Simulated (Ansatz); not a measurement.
# CCo: the cost of one run

Computed with Ansatz 0.2.0, Gaussian basis. Level: def2-QZVPP, core rule «outside noble gas», up to 10 orbitals frozen.

The runs, in order: UHF; ROHF; CCSD(T) on UHF.

### 1 What is computed

The geometry is a PBE0/def2-TZVP stationary point (not a proven minimum) of the parent state, kept for this charge and spin.

2 atoms, charge 0, spin multiplicity 2.

Atoms are counted from 1 here; the program's logs count them from 0.

Bond lengths: Co1–C2 1.609 Å.

Coordinates:

```
Co    0.0000    0.0000    0.0000
C     0.0000    0.0000    1.6092
```

### 2 UHF

Input file in.yaml:

```yaml
crystal:
  periodic: [false, false, false]
  atoms:
    - {symbol: Co, position_ang: [0.000000, 0.000000, 0.000000]}
    - {symbol: C, position_ang: [0.000000, 0.000000, 1.609200]}
basis:
  gaussian: {orbitals: "def2-QZVPP.json"}
magnetization: {spin_polarized: true, initial_magnetization: 1}
hamiltonian: {xc: hf}
output: {orbitals: {seedname: orbitals}}
```

Launch:

```bash
$ ansatz run in.yaml --threads 1 --pin off --events-out ev --progress --plain --max-ram 2816MiB --backend cpu
```

Q: Estimate wall time and peak memory on 1 thread of AMD EPYC 7R13, shared host.

About 2.3 min, with a peak of 0.47 GiB.
